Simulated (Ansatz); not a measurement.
# YRh: the cost of one run

Program: Ansatz 0.2.0. Level of theory: DFT, PBEsol, PAW with Ansatz's default frozen-core files, scalar-relativistic. These are calculated values, not measurements.

## 1. The starting structure

Symmetry: Pm-3m, No. 221, cubic system. Conventional cell: a = 3.407 Å, b = 3.407 Å, c = 3.407 Å, α = 90.00°, β = 90.00°, γ = 90.00°. Y (site symmetry m-3m) has 8 Rh at 2.95 Å as nearest neighbours. Rh (site symmetry m-3m) is surrounded by 8 Y at 2.95 Å.

Structure file:

```xyz
2
Lattice="3.4070 0.0000 0.0000 0.0000 3.4070 0.0000 0.0000 0.0000 3.4070" Properties=species:S:1:pos:R:3 pbc="T T T"
Y     1.7035    1.7035    1.7035
Rh    0.0000    0.0000    0.0000
```

Atoms are numbered in the order of the input: Y1, Rh2.

## 2. Free moments from the typed start, PAW

The input, input.yaml:

```yaml
crystal:
  lattice:
    - [3.407, 0.0, 0.0]
    - [0.0, 3.407, 0.0]
    - [0.0, 0.0, 3.407]
  atoms:
    - { symbol: "Y", position: [0.5, 0.5, 0.5], spin: 0.6 }
    - { symbol: Rh, position: [0.0, 0.0, 0.0], spin: 1.0 }
magnetization:
  spin_polarized: true
kpoints:
  mp_grid: { grid: [10, 10, 10] }
scf:
  occupations: { method: fermi_dirac, width: 0.05 }
  lower_state_search: "off"
hamiltonian:
  xc: pbesol
  pseudopotentials: { kind: paw }
output:
  forces: true
  stress: true
  eigenvalues: true
  populations: true
  dos: { projected: true, de: 0.1, e_range: [-8, 5] }
  write_density: true
  write_potential: true
  elf: true
  volumetric_format: npy
```

Started as:

```bash
$ ansatz run input.yaml --threads 1 --pin off --max-ram 3072MiB --backend cpu --events-out ev --progress --plain --runs-dir out
```

**Question.** How long does this run take on 1 thread of Arm Neoverse V1, shared host, and how much memory does it need?

About 11 s, with a peak of 0.34 GiB.
